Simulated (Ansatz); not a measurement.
# C₆H₁₄S₂: one species, many methods

Aim: compute C₆H₁₄S₂ with functionals from several rungs and with coupled cluster. The yardstick is the atomisation energy at the CCSD(T) limit.

The runs use Ansatz 0.2.0, Gaussian basis; functionals in def2-TZVPP, the program's frozen cores in correlated methods.

The runs, in order: PBE-D4, r2SCAN-D4, PBE0-D4, B3LYP-D4, ωB97X-V, ωB97M-V, B2PLYP; CCSD(T)/def2-TZVPP; MP2/def2-QZVPP; extrapolation to the limit.

## 1. Structure used throughout

All runs share one geometry, relaxed beforehand with PBE0-D4 in a triple-zeta def2 set.

SMILES `CCCSSCCC`, 22 atoms, charge 0, spin multiplicity 1.

Atoms are counted from 1 here; the program's logs count them from 0.

Bond lengths: C1–C2 1.518 Å, C1–H9 1.092 Å, C1–H10 1.092 Å, C1–H11 1.094 Å, C2–C3 1.517 Å, C2–H12 1.096 Å, C2–H13 1.095 Å, C3–S4 1.818 Å, C3–H14 1.096 Å, C3–H15 1.092 Å, S4–S5 2.029 Å, S5–C6 1.818 Å, C6–C7 1.517 Å, C6–H16 1.096 Å, C6–H17 1.092 Å, C7–C8 1.518 Å, C7–H18 1.096 Å, C7–H19 1.095 Å and more. Angles: C2–C1–H9 111.1°, C2–C1–H10 111.0°, C2–C1–H11 111.1°, H9–C1–H10 108.0°, H9–C1–H11 107.8°, H10–C1–H11 107.8°, C1–C2–C3 113.8°, C1–C2–H12 109.9°, C1–C2–H13 110.3°, C3–C2–H12 107.8°, C3–C2–H13 108.5°, H12–C2–H13 106.3°, C2–C3–S4 114.9°, C2–C3–H14 111.1°, C2–C3–H15 111.4°, S4–C3–H14 103.4°, S4–C3–H15 108.2°, H14–C3–H15 107.3° and more.

## 2. PBE-D4 (GGA)

File in.yaml:

```yaml
crystal:
  periodic: [false, false, false]
  atoms:
    - {symbol: C, position_ang: [-1.409643, 0.920287, 3.371362]}
    - {symbol: C, position_ang: [-0.596867, 1.588983, 2.278142]}
    - {symbol: C, position_ang: [0.543956, 0.736437, 1.756395]}
    - {symbol: S, position_ang: [0.034272, -0.789643, 0.909715]}
    - {symbol: S, position_ang: [-0.950897, -0.113215, -0.730439]}
    - {symbol: C, position_ang: [0.380275, 0.173053, -1.935372]}
    - {symbol: C, position_ang: [1.119347, -1.074891, -2.379275]}
    - {symbol: C, position_ang: [0.254586, -2.056843, -3.147984]}
    - {symbol: H, position_ang: [-2.219080, 1.569531, 3.711426]}
    - {symbol: H, position_ang: [-1.853004, -0.011990, 3.015035]}
    - {symbol: H, position_ang: [-0.785621, 0.683035, 4.238061]}
    - {symbol: H, position_ang: [-0.170384, 2.527532, 2.650686]}
    - {symbol: H, position_ang: [-1.242489, 1.858666, 1.436262]}
    - {symbol: H, position_ang: [1.173084, 0.373987, 2.577510]}
    - {symbol: H, position_ang: [1.187937, 1.302984, 1.080397]}
    - {symbol: H, position_ang: [-0.136668, 0.646201, -2.778157]}
    - {symbol: H, position_ang: [1.064934, 0.914352, -1.517732]}
    - {symbol: H, position_ang: [1.967360, -0.759759, -2.998262]}
    - {symbol: H, position_ang: [1.547977, -1.557726, -1.495283]}
    - {symbol: H, position_ang: [-0.145057, -1.601695, -4.058988]}
    - {symbol: H, position_ang: [0.827559, -2.939235, -3.440259]}
    - {symbol: H, position_ang: [-0.591558, -2.390053, -2.543260]}
basis:
  gaussian: {orbitals: def2-TZVPP}
hamiltonian: {xc: pbe, dispersion: d4}
output: {forces: true, orbitals: {seedname: orbitals}}
```

Started as:

```sh
ansatz run in.yaml --threads 4 --pin off --events-out ev --progress --plain --max-ram 41984MiB --backend cuda --devices 0, --max-vram 37GiB
```

The runs that follow: r2SCAN-D4 (meta-GGA); PBE0-D4 (hybrid); B3LYP-D4 (hybrid); ωB97X-V (range-separated); ωB97M-V (range-separated); B2PLYP (double hybrid); CCSD(T) in def2-TZVPP; MP2 in def2-QZVPP.

**Question.** What will the summary of the whole plan be? Wanted: atomisation energy, CCSD(T)/CBS; farthest; mean size of error, hybrid; mean size of error, range-separated; gap, smallest and largest; T1 diagnostic; triples share of the correlation energy.

The runs gave:

| quantity | value |
| --- | --- |
| atomisation energy, CCSD(T)/CBS | 8423.5 kJ/mol |
| functionals within 42.1 kJ/mol (0.5 %) | r2SCAN-D4, B3LYP-D4, ωB97X-V, ωB97M-V |
| farthest | PBE-D4 (+178.1 kJ/mol) |
| mean size of error, hybrid | 38.8 kJ/mol |
| mean size of error, range-separated | 30.0 kJ/mol |
| gap, smallest and largest | 4.43 eV (PBE-D4), 11.15 eV (ωB97X-V) |
| T1 diagnostic | 0.0106 |
| triples share of the correlation energy | 4.2 % |

PBE-D4 misses by +178.1 kJ/mol. Double hybrids carry the basis error of their MP2 part in triple zeta, and no dispersion term here, so their miss is partly the set-up's. The reference freezes the cores and leaves out relativity and excitations past (T), so misses under about 42.1 kJ/mol can't be ranked. Hartree-Fock recovers 74 % of the binding; the rest is correlation. The gap grows from 4.4 to 11.1 eV across the functionals, mostly with the share of exact exchange.
